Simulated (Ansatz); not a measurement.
Crystal: Hf2Pd2Se2Br2O3.

```xyz
11
Lattice="5.6066 -0.0935 -0.0141 1.6139 5.3351 0.0025 1.3692 1.9153 8.3154" Properties=species:S:1:pos:R:3 pbc="T T T"
Hf    2.3902    3.4984    0.1883
Hf    6.1995    3.6586    8.1156
Pd    1.4915    3.6252    4.1590
Pd    0.6846    0.9576    4.1577
Se    1.0298    2.2924    2.1069
Se    7.5599    4.8645    6.1970
Br    4.2949    3.5785    4.1519
Br    3.4879    0.9109    4.1507
O     4.3489    3.6281    7.6532
O     4.2408    3.5289    0.6507
O     0.0000    0.0000    0.0000
```

The cell was built by a generator and needn't be a form met in nature.

Base run:

```yaml
Program: Ansatz 0.2.0
Functional: PBE
Potentials_or_basis: Ansatz PAW
Cutoff: "420 eV (not typed: the program's choice for these potentials)"
k_mesh: 5 × 5 × 4
Occupations: fermi-dirac, width 0.05 eV
Spin: no spin polarisation
Hubbard_terms: Hf d U = 8 eV, Pd d U = 8 eV
```

Its results: band gap on the k mesh none (metal or under the smearing width); pressure 3.9 GPa; largest force 0.925 eV/Å.

Problem. The run is repeated on the same cell with these changes: hubbard terms from Hf d U = 8 eV, Pd d U = 8 eV to Hf d U = 4 eV, Pd d U = 4 eV. What comes out?

Solution. Band gap on the k mesh none (metal or under the smearing width); pressure 1.6 GPa; largest force 0.401 eV/Å.

Caveats: U without spin polarisation on a metal has little footing.
